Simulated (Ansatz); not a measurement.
# CH3BCl2OSi: the cost of one run

Method: RKS B3LYP-D4/STO-3G, in Ansatz 0.2.0.

### Step 1. Starting point

Bond lengths: O1–B2 1.513 Å, B2–Si3 2.065 Å, B2–C4 1.506 Å, Si3–C4 1.792 Å, C4–Cl5 1.826 Å, C4–Cl6 1.792 Å, O1–H7 0.952 Å, Si3–H8 1.496 Å, Si3–H9 1.453 Å. Angles (14 of 16 angles, heavy atoms first): O1–B2–Si3 151.0°, O1–B2–C4 151.3°, Si3–B2–C4 57.7°, B2–Si3–C4 45.3°, B2–C4–Si3 77.0°, B2–C4–Cl5 115.6°, B2–C4–Cl6 118.0°, Si3–C4–Cl5 111.8°, Si3–C4–Cl6 113.9°, Cl5–C4–Cl6 114.8°, B2–O1–H7 104.3°, B2–Si3–H8 103.1°, B2–Si3–H9 106.1°, C4–Si3–H8 116.4°.

As a file:

```xyz
9

O     2.2818   -0.1794   -0.3346
B     0.7971    0.0180   -0.1178
Si   -0.9144   -0.2434    1.0081
C    -0.5468    0.5297   -0.5664
Cl   -1.3093   -0.3717   -1.9600
Cl   -0.8102    2.3024   -0.5835
H     2.3422   -0.9995   -0.8133
H    -0.6450    0.5768    2.2299
H    -1.1070   -1.6792    1.1205
```

### Step 2. End point A

Contents of input.yaml:

```yaml
crystal:
  periodic: [false, false, false]
  atoms:
    - { symbol: O, position_ang: [2.2818, -0.1794, -0.3346] }
    - { symbol: B, position_ang: [0.7971, 0.018, -0.1178] }
    - { symbol: Si, position_ang: [-0.9144, -0.2434, 1.0081] }
    - { symbol: C, position_ang: [-0.5468, 0.5297, -0.5664] }
    - { symbol: Cl, position_ang: [-1.3093, -0.3717, -1.96] }
    - { symbol: Cl, position_ang: [-0.8102, 2.3024, -0.5835] }
    - { symbol: H, position_ang: [2.3422, -0.9995, -0.8133] }
    - { symbol: H, position_ang: [-0.645, 0.5768, 2.2299] }
    - { symbol: H, position_ang: [-1.107, -1.6792, 1.1205] }
basis:
  gaussian: { orbitals: STO-3G }
hamiltonian:
  xc: b3lyp
  dispersion: d4
relax:
  f_tol: 0.015
  max_steps: 40
output:
  orbitals: {}
```

Launch:

```bash
$ ansatz run input.yaml --threads 1 --pin off --max-ram 2048MiB --backend cpu --events-out ev --progress --plain --runs-dir out
```

Q: Estimate wall time and peak memory on 1 thread of Arm Neoverse V2, shared host.

About 41 s, with a peak of 0.17 GiB.
